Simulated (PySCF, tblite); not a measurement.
# C3H15BN2Si2: geometry, infrared bands and NMR shifts

Wanted: the infrared bands and NMR shifts of C3H15BN2Si2 (`CN[SiH2][SiH2]NB(C)C`), by calculation.

Computed with tblite 0.8.0 and PySCF 2.14.0, with density-fitted response routines of our own, on a single molecule in the gas phase. Atoms count from 0, in the outputs and in this text.

## (1) Starting geometry

23 atoms, charge 0, multiplicity 1; geometry from: force field or distance geometry start.

Bonds of the start (Å): C0–N1 1.46, N1–Si2 1.77, Si2–Si3 2.25, Si3–N4 1.77, N4–B5 1.51, B5–C6 1.58, B5–C7 1.59, C0–H8 1.10, C0–H9 1.09, C0–H10 1.11, N1–H11 1.06, Si2–H12 1.45, Si2–H13 1.48, Si3–H14 1.47, Si3–H15 1.45, N4–H16 1.06, C6–H17 1.12, C6–H18 1.10, C6–H19 1.12, C7–H20 1.11, C7–H21 1.11, C7–H22 1.11.

## (2) Geometry optimisation with GFN2-xTB

The job: settings as JSON, then the geometry in Å.

```
{"job": {"kind": "relax", "xc": "GFN2-xTB", "basis": "xTB"}, "charge": 0, "multiplicity": 1}
C      4.487100    -0.533200    -0.133100
N      3.201100    -0.604400     0.559900
Si     1.999300     0.141700    -0.506500
Si    -0.063100    -0.656000    -0.091300
N     -0.970300     0.686200     0.628200
B     -2.469200     0.549900     0.517800
C     -3.148600    -0.800700     0.959700
C     -3.231100     1.652700    -0.336700
H      4.577000    -1.399000    -0.803000
H      5.334000    -0.420300     0.548800
H      4.410400     0.377400    -0.768400
H      2.933400    -1.611500     0.751200
H      2.313800    -0.045100    -1.913800
H      2.019300     1.604400    -0.263900
H     -0.006700    -1.723200     0.916200
H     -0.617000    -1.159000    -1.330100
H     -0.680100     1.557100     0.095300
H     -2.366100    -1.394900     1.507400
H     -3.524700    -1.342200     0.080300
H     -3.992100    -0.540900     1.645100
H     -3.408800     2.583600     0.236400
H     -4.158300     1.171800    -0.700900
H     -2.644200     1.932700    -1.240800
```

On the command line:

```
$ OMP_NUM_THREADS=1 python probes_run.py task.json out
```

The driver reads the jobs from task.json and runs them one after another.

**Question.** This job is followed by: GFN2-xTB harmonic vibrations, gas phase; GIAO PBE0/pcSseg-1 NMR shielding, non-relativistic, gas phase. Predict these results of the whole session: strongest single infrared mode (GFN2-xTB); zero-point energy (GFN2-xTB); 13C shifts against TMS (PBE0/pcSseg-1, means over atoms taken as alike); 1H shifts against TMS (PBE0/pcSseg-1, means over atoms taken as alike); 15N shifts against NH3 (PBE0/pcSseg-1); 29Si shifts against TMS (PBE0/pcSseg-1); 11B shifts against BF3·OEt2 (PBE0/pcSseg-1); surface potential, 1st and 99th percentile.

**Answer**, as computed:

```
                                                               quantity                                    value
                              strongest single infrared mode (GFN2-xTB)                    1354 cm⁻¹, 801 km/mol
                                           zero-point energy (GFN2-xTB)                           112.7 kcal/mol
13C shifts against TMS (PBE0/pcSseg-1, means over atoms taken as alike)                            35.9, 7.6 ppm
 1H shifts against TMS (PBE0/pcSseg-1, means over atoms taken as alike)  5.00, 4.97, 3.24, 2.82, 0.41, -0.82 ppm
                                 15N shifts against NH3 (PBE0/pcSseg-1)                            96.6, 3.6 ppm
                                29Si shifts against TMS (PBE0/pcSseg-1)                         -51.8, -61.4 ppm
                            11B shifts against BF3·OEt2 (PBE0/pcSseg-1)                                 50.8 ppm
                                  surface potential, 1st and 99th percentile                       -0.85 V and 1.61 V
```

What this shows: Relaxing lowered the energy by 1.259 eV in 228 steps; the close pair that moved most is N4–B5, from 1.509 to 1.404 Å. All 63 modes are real, so the xTB geometry is a minimum. The strongest single mode, at 1354 cm⁻¹, moves mainly B5 and N4. GFN2-xTB is a fitted tight-binding method: band positions and strengths are rough. Its intensities can rank the bands wrongly. C0 (methyl carbon bonded to N) lies farthest downfield among carbon, at 35.9 ppm; pulled downfield by the heteroatom. By nearest atom (PBE0/pcSseg-1), the HOMO sits on N1 59 %; H8, H12 about 9 % each and the LUMO on Si2, Si3 about 15 % each; 5 H atoms about 9 % each.
